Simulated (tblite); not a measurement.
# C6H12ClFO: the cost of one run

Computed with tblite 0.8.0 and PySCF 2.14.0, with density-fitted response routines of our own, on a single molecule, in the gas phase or a continuum. Atoms are numbered from 0 throughout.

### Step 1. The starting structure

21 atoms, charge 0, multiplicity 1; geometry from: force field or distance geometry start.

Bonds of the start (Å): C0–C1 1.50, C1–C2 1.53, C1–O3 1.38, O3–C4 1.38, C4–C5 1.52, C4–C6 1.52, C6–F7 1.40, C6–Cl8 1.79, C0–H9 1.14, C0–H10 1.11, C0–H11 1.09, C1–H12 1.13, C2–H13 1.09, C2–H14 1.10, C2–H15 1.11, C4–H16 1.10, C5–H17 1.11, C5–H18 1.11, C5–H19 1.11, C6–H20 1.09.

### Step 2. Geometry optimisation with GFN2-xTB

What the job is given:

```
{"job": {"kind": "relax", "xc": "GFN2-xTB", "basis": "xTB"}, "charge": 0, "multiplicity": 1}
C     -1.996900     1.053400    -0.479700
C     -1.151600     0.045300     0.240100
C     -1.981900    -1.244400     0.255500
O      0.047300    -0.143500    -0.407300
C      1.181300     0.032400     0.360500
C      2.040600    -1.218500     0.344600
C      2.008400     1.127200    -0.301200
F      3.180300     1.367500     0.419200
Cl     1.113300     2.674700    -0.342200
H     -2.956600     0.560500    -0.841700
H     -2.364400     1.821300     0.239600
H     -1.468700     1.485700    -1.323400
H     -0.983500     0.325600     1.324100
H     -1.496000    -2.022500     0.852800
H     -2.111300    -1.515500    -0.807100
H     -2.979900    -0.978900     0.662500
H      0.984000     0.321800     1.404000
H      2.219200    -1.548700    -0.700400
H      1.471300    -1.990200     0.895500
H      3.000900    -0.980000     0.847600
H      2.235400     0.843600    -1.334000
```

The run is started by

```
$ OMP_NUM_THREADS=1 python probes_run.py task.json out
```

One launch serves the whole session: the jobs run in the order shown.

**Question.** How long does this first job take on 1 thread of Intel Xeon Platinum 8488C, shared host, and how much memory does it need?

About 1.4 s, with a peak of 0.18 GiB.
